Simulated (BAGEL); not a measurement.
**One shape, several levels: doublet CH4BClS+**

We compute a comparison of 4 runs (ROHF/6-31G*, UHF/6-31G*, ROHF/cc-pVDZ, UHF/cc-pVDZ) of doublet CH4BClS+. 

The calculation is run with BAGEL 1.2.2.

## 1. The molecule

CH4BClS+: 8 atoms, total charge +1, spin state doublet. As SMILES of the parent species, `CSBCl`. The shape is that of a PBE0-D4/def2-TZVP optimisation. This is one conformer, not always the lowest. That shape belongs to the parent species and isn't relaxed for this state.

Bond lengths: C1–S2 1.810 Å, S2–B3 1.766 Å, B3–Cl4 1.749 Å, C1–H5 1.088 Å, C1–H6 1.089 Å, C1–H7 1.089 Å, B3–H8 1.191 Å. Angles: C1–S2–B3 103.2°, S2–B3–Cl4 119.0°, S2–C1–H5 110.2°, S2–C1–H6 109.0°, S2–C1–H7 109.0°, S2–B3–H8 121.7°, Cl4–B3–H8 119.3°, H5–C1–H6 109.7°, H5–C1–H7 109.7°, H6–C1–H7 109.3°.

## 2. A single-point energy at ROHF/6-31G(d) (density fitting with qzvpp-jkfit, spherical functions) (run 1)

The input, job.json:

```json
{ "bagel" : [

{
  "title" : "molecule",
  "basis" : "6-31gs.json",
  "df_basis" : "qzvpp-jkfit",
  "angstrom" : true,
  "geometry" : [
    { "atom" : "C", "xyz" : [      -0.471000,       1.184200,       0.216300 ] },
    { "atom" : "S", "xyz" : [       0.979400,       0.341100,      -0.461900 ] },
    { "atom" : "B", "xyz" : [       0.578900,      -1.367600,      -0.269600 ] },
    { "atom" : "Cl", "xyz" : [       1.728300,      -2.572200,      -0.805600 ] },
    { "atom" : "H", "xyz" : [      -1.201900,       0.455300,       0.560900 ] },
    { "atom" : "H", "xyz" : [      -0.157800,       1.812600,       1.049100 ] },
    { "atom" : "H", "xyz" : [      -0.912200,       1.808700,      -0.559500 ] },
    { "atom" : "H", "xyz" : [      -0.451500,      -1.719100,       0.214500 ] }
  ]
},

{ "title" : "rohf", "charge" : 1, "nopen" : 1 },

{ "title" : "print", "file" : "orbitals.molden", "orbitals" : true }

]}
```

The basis set 6-31G* is read from a file made from the Basis Set Exchange's data (not shown).

On the command line:

```console
$ BAGEL_NUM_THREADS=1 BAGEL job.json > job.out
```

Standard output:

```text
* using 1 threads per process

  ===============================================================
  ===============================================================

  *** Geometry ***

  { "atom" : "C", "xyz" : [     -0.890061,      2.237814,      0.408748 ] },
  { "atom" : "S", "xyz" : [      1.850798,      0.644586,     -0.872864 ] },
  { "atom" : "B", "xyz" : [      1.093962,     -2.584389,     -0.509470 ] },
  { "atom" : "Cl", "xyz" : [      3.266014,     -4.860754,     -1.522363 ] },
  { "atom" : "H", "xyz" : [     -2.271262,      0.860392,      1.059947 ] },
  { "atom" : "H", "xyz" : [     -0.298199,      3.425318,      1.982512 ] },
  { "atom" : "H", "xyz" : [     -1.723808,      3.417948,     -1.057302 ] },
  { "atom" : "H", "xyz" : [     -0.853211,     -3.248628,      0.405346 ] },

  Number of auxiliary basis functions:      478

  Since a DF basis is specified, we compute 2- and 3-index integrals:
    o Being stored without compression. Storage requirement is 0.020 GB

  Number of basis functions:       72
  Number of electrons      :       48

    * METHOD: MOLECULE                             0.18

  *** Open-shell HF ***

  === Nuclear Repulsion ===
   181.9136159432

      * DIIS with orbital gradients will be used.

  === ROHF iteration (6-31gs.json) ===
      0       -921.48962298          0.02413530           0.09
      1       -921.57879414          0.00934872           0.08
      2       -921.59336554          0.00455875           0.09
      3       -921.59713177          0.00132634           0.09
      4       -921.59796036          0.00041410           0.09
      5       -921.59812046          0.00015715           0.09
      6       -921.59814703          0.00002514           0.09
      7       -921.59816135          0.00001013           0.09
      8       -921.59816198          0.00000454           0.09
      9       -921.59816207          0.00000138           0.09
     10       -921.59816205          0.00000052           0.09
     11       -921.59816206          0.00000020           0.09
     12       -921.59816206          0.00000007           0.09
     13       -921.59816206          0.00000003           0.09
     14       -921.59816207          0.00000002           0.09
     15       -921.59816207          0.00000001           0.09
     16       -921.59816207          0.00000001           0.09
    * SCF iteration converged.

    * S^2 (ROHF) is 0.7500

    * Permanent dipole moment:
           (    1.097114,    -1.782005,    -0.510066) a.u.

    * METHOD: ROHF                                 1.59

    * METHOD: PRINT                                0.01

  ===============================================================
```

Wall time 1.9 s (1 thread of Arm Neoverse V2, shared host).

## 3. The energy at UHF/6-31G(d) (density fitting with qzvpp-jkfit, spherical functions) (run 2)

The input, input.json:

```json
{ "bagel": [

{
  "title": "molecule",
  "basis": "6-31gs.json",
  "df_basis": "qzvpp-jkfit",
  "angstrom": true,
  "geometry": [
    { "atom": "C", "xyz": [   -0.471000,    1.184200,    0.216300 ] },
    { "atom": "S", "xyz": [    0.979400,    0.341100,   -0.461900 ] },
    { "atom": "B", "xyz": [    0.578900,   -1.367600,   -0.269600 ] },
    { "atom": "Cl", "xyz": [    1.728300,   -2.572200,   -0.805600 ] },
    { "atom": "H", "xyz": [   -1.201900,    0.455300,    0.560900 ] },
    { "atom": "H", "xyz": [   -0.157800,    1.812600,    1.049100 ] },
    { "atom": "H", "xyz": [   -0.912200,    1.808700,   -0.559500 ] },
    { "atom": "H", "xyz": [   -0.451500,   -1.719100,    0.214500 ] }
  ]
},
{ "title": "uhf", "charge": 1, "nopen": 1 },
{ "title": "print", "file": "orbitals.molden", "orbitals": true }

]}
```

The basis set 6-31G* is read from a file made from the Basis Set Exchange's data (not shown).

On the command line:

```console
$ BAGEL_NUM_THREADS=1 BAGEL input.json > input.out
```

Standard output:

```text
* using 1 threads per process

  ===============================================================
  ===============================================================

  *** Geometry ***

  { "atom" : "C", "xyz" : [     -0.890061,      2.237814,      0.408748 ] },
  { "atom" : "S", "xyz" : [      1.850798,      0.644586,     -0.872864 ] },
  { "atom" : "B", "xyz" : [      1.093962,     -2.584389,     -0.509470 ] },
  { "atom" : "Cl", "xyz" : [      3.266014,     -4.860754,     -1.522363 ] },
  { "atom" : "H", "xyz" : [     -2.271262,      0.860392,      1.059947 ] },
  { "atom" : "H", "xyz" : [     -0.298199,      3.425318,      1.982512 ] },
  { "atom" : "H", "xyz" : [     -1.723808,      3.417948,     -1.057302 ] },
  { "atom" : "H", "xyz" : [     -0.853211,     -3.248628,      0.405346 ] },

  Number of auxiliary basis functions:      478

  Since a DF basis is specified, we compute 2- and 3-index integrals:
    o Being stored without compression. Storage requirement is 0.020 GB

  Number of basis functions:       72
  Number of electrons      :       48

    * METHOD: MOLECULE                             0.19

  *** Open-shell HF ***

  === Nuclear Repulsion ===
   181.9136159432

      * DIIS with orbital gradients will be used.

  === UHF iteration (6-31gs.json) ===
      0       -921.48962298          0.02413530           0.09
      1       -921.58302485          0.00924833           0.09
      2       -921.59815861          0.00443556           0.08
      3       -921.60170296          0.00129855           0.09
      4       -921.60268637          0.00041123           0.09
      5       -921.60279640          0.00016361           0.09
      6       -921.60282380          0.00002353           0.09
      7       -921.60282566          0.00001056           0.09
      8       -921.60282639          0.00000634           0.09
      9       -921.60282680          0.00000407           0.09
     10       -921.60282700          0.00000195           0.09
     11       -921.60282704          0.00000063           0.09
     12       -921.60282704          0.00000023           0.09
     13       -921.60282704          0.00000010           0.09
     14       -921.60282704          0.00000004           0.09
     15       -921.60282704          0.00000002           0.09
     16       -921.60282704          0.00000001           0.09
     17       -921.60282704          0.00000001           0.09
    * SCF iteration converged.

    * S^2 (UHF) is 0.7629

    * Permanent dipole moment:
           (    1.086779,    -1.763926,    -0.505264) a.u.

    * METHOD: UHF                                  1.67

    * METHOD: PRINT                                0.01

  ===============================================================
```

It took 2 s on 1 thread of Arm Neoverse V2, shared host.

Run 3 isn't shown in full; the table further down has it.

## 4. A single-point energy at UHF/cc-pVDZ (density fitting with qzvpp-jkfit) (run 4)

The input, input.json:

```json
{ "bagel" : [

{
  "title" : "molecule",
  "basis" : "cc-pvdz.json",
  "df_basis" : "qzvpp-jkfit",
  "angstrom" : true,
  "geometry" : [
    { "atom" : "C", "xyz" : [      -0.471000,       1.184200,       0.216300 ] },
    { "atom" : "S", "xyz" : [       0.979400,       0.341100,      -0.461900 ] },
    { "atom" : "B", "xyz" : [       0.578900,      -1.367600,      -0.269600 ] },
    { "atom" : "Cl", "xyz" : [       1.728300,      -2.572200,      -0.805600 ] },
    { "atom" : "H", "xyz" : [      -1.201900,       0.455300,       0.560900 ] },
    { "atom" : "H", "xyz" : [      -0.157800,       1.812600,       1.049100 ] },
    { "atom" : "H", "xyz" : [      -0.912200,       1.808700,      -0.559500 ] },
    { "atom" : "H", "xyz" : [      -0.451500,      -1.719100,       0.214500 ] }
  ]
},

{
  "title" : "uhf",
  "charge" : 1,
  "nopen" : 1
},

{
  "title" : "print",
  "file" : "orbitals.molden",
  "orbitals" : true
}

]}
```

The basis set cc-pVDZ is read from a file made from the Basis Set Exchange's data (not shown).

On the command line:

```console
$ BAGEL_NUM_THREADS=1 BAGEL input.json > input.out
```

Standard output:

```text
* using 1 threads per process

  ===============================================================
  ===============================================================

  *** Geometry ***

  { "atom" : "C", "xyz" : [     -0.890061,      2.237814,      0.408748 ] },
  { "atom" : "S", "xyz" : [      1.850798,      0.644586,     -0.872864 ] },
  { "atom" : "B", "xyz" : [      1.093962,     -2.584389,     -0.509470 ] },
  { "atom" : "Cl", "xyz" : [      3.266014,     -4.860754,     -1.522363 ] },
  { "atom" : "H", "xyz" : [     -2.271262,      0.860392,      1.059947 ] },
  { "atom" : "H", "xyz" : [     -0.298199,      3.425318,      1.982512 ] },
  { "atom" : "H", "xyz" : [     -1.723808,      3.417948,     -1.057302 ] },
  { "atom" : "H", "xyz" : [     -0.853211,     -3.248628,      0.405346 ] },

  Number of auxiliary basis functions:      478

  Since a DF basis is specified, we compute 2- and 3-index integrals:
    o Being stored without compression. Storage requirement is 0.027 GB

  Number of basis functions:       84
  Number of electrons      :       48

    * METHOD: MOLECULE                             0.19

  *** Open-shell HF ***

  === Nuclear Repulsion ===
   181.9136159432

      * DIIS with orbital gradients will be used.

  === UHF iteration (cc-pvdz.json) ===
      0       -921.51608325          0.02313614           0.10
      1       -921.62928673          0.00955809           0.10
      2       -921.64848033          0.00472545           0.10
      3       -921.65304453          0.00134562           0.10
      4       -921.65413979          0.00045252           0.10
      5       -921.65426382          0.00018079           0.10
      6       -921.65429985          0.00002295           0.10
      7       -921.65430144          0.00000780           0.10
      8       -921.65430200          0.00000408           0.10
      9       -921.65430227          0.00000251           0.10
     10       -921.65430240          0.00000166           0.10
     11       -921.65430246          0.00000067           0.10
     12       -921.65430246          0.00000024           0.10
     13       -921.65430246          0.00000010           0.10
     14       -921.65430246          0.00000004           0.10
     15       -921.65430246          0.00000002           0.10
     16       -921.65430246          0.00000001           0.10
     17       -921.65430246          0.00000001           0.10
    * SCF iteration converged.

    * S^2 (UHF) is 0.7627

    * Permanent dipole moment:
           (    1.111921,    -1.746598,    -0.517100) a.u.

    * METHOD: UHF                                  1.96

    * METHOD: PRINT                                0.01

  ===============================================================
```

Wall time 2.3 s (1 thread of Arm Neoverse V2, shared host).

## 5. Overview of the runs

```tsv
run	level	energy (Eh)	⟨S²⟩	wall time
1	ROHF/6-31G* (density fitting with qzvpp-jkfit, spherical functions)	-921.598162	0.750	1.9 s
2	UHF/6-31G* (density fitting with qzvpp-jkfit, spherical functions)	-921.602827	0.763	2 s
3	ROHF/cc-pVDZ (density fitting with qzvpp-jkfit)	-921.649697	0.750	2.2 s
4	UHF/cc-pVDZ (density fitting with qzvpp-jkfit)	-921.654302	0.763	2.3 s
```

## 6. Summary of results

| quantity | value |
| --- | --- |
| run 4: total energy | -921.65430 Eh |
| run 4: ⟨S²⟩ | 0.763 |

Over the runs the total energy spans 1.528 eV. All runs together took 8.4 s, the longest 2.3 s.
